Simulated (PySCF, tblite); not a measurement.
**C₆H₁₁BSSi: geometry, infrared bands and NMR shifts**

Wanted: the infrared bands and NMR shifts of C₆H₁₁BSSi (`C#C[C@@H]1B[Si@H](SC)CC1`), by calculation.

Programs: tblite 0.8.0 and PySCF 2.14.0, with density-fitted response routines of our own. Each step states its level of theory. These are calculated values for one molecule in the gas phase, unless marked as measured. Atoms count from 0, in the outputs and in this text.

## Step 1: The molecule as given

20 atoms, charge 0, multiplicity 1; geometry from: force field or distance geometry start.

Bonds of the start (Å): C0–C1 1.19, C1–C2 1.45, C2–B3 1.58, B3–Si4 1.95, Si4–S5 2.09, S5–C6 1.80, Si4–C7 1.88, C7–C8 1.51, C8–C2 1.50, C0–H9 1.07, C2–H10 1.13, B3–H11 1.18, Si4–H12 1.46, C6–H13 1.11, C6–H14 1.11, C6–H15 1.12, C7–H16 1.11, C7–H17 1.08, C8–H18 1.12, C8–H19 1.11.

## Step 2: Geometry optimisation with GFN2-xTB

The job: settings as JSON, then the geometry in Å.

```
{"job": {"kind": "relax", "xc": "GFN2-xTB", "basis": "xTB"}, "charge": 0, "multiplicity": 1}
C     -3.633300    -1.551800     0.142200
C     -2.725700    -0.849800    -0.176500
C     -1.585400    -0.037400    -0.541300
B     -0.230900    -0.847700    -0.552800
Si     1.007100     0.645700    -0.774500
S      2.786400     0.454700     0.304300
C      3.561000    -1.169300     0.228400
C     -0.167600     1.927800    -0.051600
C     -1.411400     1.167800     0.339000
H     -4.460900    -2.178800     0.415900
H     -1.739000     0.302900    -1.609400
H     -0.054500    -2.006200    -0.707800
H      1.153900     0.873700    -2.213400
H      3.319600    -1.674500    -0.728200
H      3.180200    -1.740900     1.104200
H      4.660000    -1.017100     0.369000
H      0.352800     2.317700     0.843000
H     -0.325700     2.721200    -0.769800
H     -2.273000     1.857000     0.164300
H     -1.418500     0.815700     1.392600
```

Launch:

```bash
OMP_NUM_THREADS=1 python probes_run.py task.json out
```

One launch serves the whole session: the jobs run in the order shown.

**Question.** This job is followed by: GFN2-xTB harmonic vibrations, gas phase; GIAO PBE0/pcSseg-1 NMR shielding, non-relativistic, gas phase. What will the session give for the following? strongest single infrared mode (GFN2-xTB); zero-point energy (GFN2-xTB); ¹³C shifts against TMS (PBE0/pcSseg-1); ¹H shifts against TMS (PBE0/pcSseg-1, means over atoms taken as alike); ¹¹B shifts against BF3·OEt2 (PBE0/pcSseg-1); ²⁹Si shifts against TMS (PBE0/pcSseg-1); ³³S shifts against CS2 (PBE0/pcSseg-1); surface potential, 1st and 99th percentile.

**Answer**, as computed:

| quantity | value |
| --- | --- |
| strongest single infrared mode (GFN2-xTB) | 2188 cm⁻¹, 359 km/mol |
| zero-point energy (GFN2-xTB) | 94.2 kcal/mol |
| ¹³C shifts against TMS (PBE0/pcSseg-1) | 89.9, 75.6, 49.0, 35.0, 16.2, 14.6 ppm |
| ¹H shifts against TMS (PBE0/pcSseg-1, means over atoms taken as alike) | 9.34, 5.18, 2.69, 2.07, 2.03, 1.89, 1.68, 1.34, 1.00 ppm |
| ¹¹B shifts against BF3·OEt2 (PBE0/pcSseg-1) | 102.8 ppm |
| ²⁹Si shifts against TMS (PBE0/pcSseg-1) | -9.5 ppm |
| ³³S shifts against CS2 (PBE0/pcSseg-1) | -235 ppm |
| surface potential, 1st and 99th percentile | -0.97 V and 1.45 V |

**Reading.** The optimisation took 137 steps and gained 0.719 eV; among the close pairs (by a distance rule), Si4–S5 changed most, from 2.090 to 2.175 Å. No mode is imaginary among the 54: a minimum at this level. The strongest single mode, at 2188 cm⁻¹, moves mainly H12. GFN2-xTB is a fitted tight-binding method: band positions and strengths are rough. Its intensities can rank the bands wrongly. At PBE0/pcSseg-1: The widest tensor belongs to S5: span 412 ppm, with a paramagnetic part of -320 ppm. By nearest atom (PBE0/pcSseg-1), the HOMO sits on S5 67 %; B3 7 % and the LUMO on B3 52 %; H11 11 %.
